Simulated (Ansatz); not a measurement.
# Au: a trigonal deformation path

Aim: for Au, follow a trigonal deformation at fixed volume.

Method: DFT PBEsol, scalar-relativistic, plane waves, PAW, in Ansatz 0.2.0.

## 1. The structure to begin with

Symmetry: Im-3m, No. 229, cubic system. Conventional cell: a = 3.315 Å, b = 3.315 Å, c = 3.315 Å, α = 90.00°, β = 90.00°, γ = 90.00°. Au (site symmetry m-3m) is surrounded by 8 Au at 2.87 Å.

Structure file:

```
CELL_PARAMETERS angstrom
-1.65727 1.65727 1.65727
1.65727 -1.65727 1.65727
1.65727 1.65727 -1.65727
ATOMIC_POSITIONS crystal
Au 0.00000 0.00000 0.00000
```

It goes back to an entry of the Materials Project, which need not be the stable form.

The cell is taken as given, not relaxed at this level.

## 2. Zero of energy

The reference gives a free energy of -13007.0445 eV, pressure -9.39 GPa, largest force 0.000 eV/Å and gap on the mesh none (metal). It was computed beforehand with the settings of the runs below.

## 3. The scan: a trigonal deformation path

At fixed volume and fractional coordinates, lengths along (0.577, 0.577, 0.577) are scaled against those across it; ρ is that ratio over its starting value.

## 4. Point ρ = 0.500

Contents of input.yaml:

```yaml
crystal:
  lattice:
    - [-2.4360327815, 1.7400234154, 1.7400234154]
    - [1.7400234154, -2.4360327815, 1.7400234154]
    - [1.7400234154, 1.7400234154, -2.4360327815]
  atoms:
    - { symbol: Au, position: [0.0, 0.0, 0.0] }
basis:
  ecutwfc: 420
kpoints:
  mp_grid: { grid: [22, 22, 22] }
hamiltonian:
  xc: pbesol
scf:
  occupations: { method: gaussian, width: 0.15 }
output:
  forces: true
  stress: true
  eigenvalues: true
```

Run with:

```sh
ansatz run input.yaml --threads 1 --pin off --max-ram 2560MiB --backend cpu --events-out ev --progress --plain --runs-dir out
```

Further runs follow: point ρ = 2.000; At ρ = 0.710; At ρ = 1.410; ρ = 0.600; ρ = 0.850; At ρ = 1.200; At ρ = 1.700; point ρ = 0.930; ρ = 1.080.

**Question.** What will these runs give? Wanted: highest point.

The runs gave:

| quantity | value |
| --- | --- |
| highest point | 11318.6 meV/atom at ρ = 0.500 |

In words: The undisturbed cell stays the lowest of the sampled points. No further minimum shows among the sampled points. At ρ = 2.000 the cell takes another symmetry, Pm-3m, 261.2 meV/atom from the start at this fixed volume. Spin-orbit coupling is left out for Au.
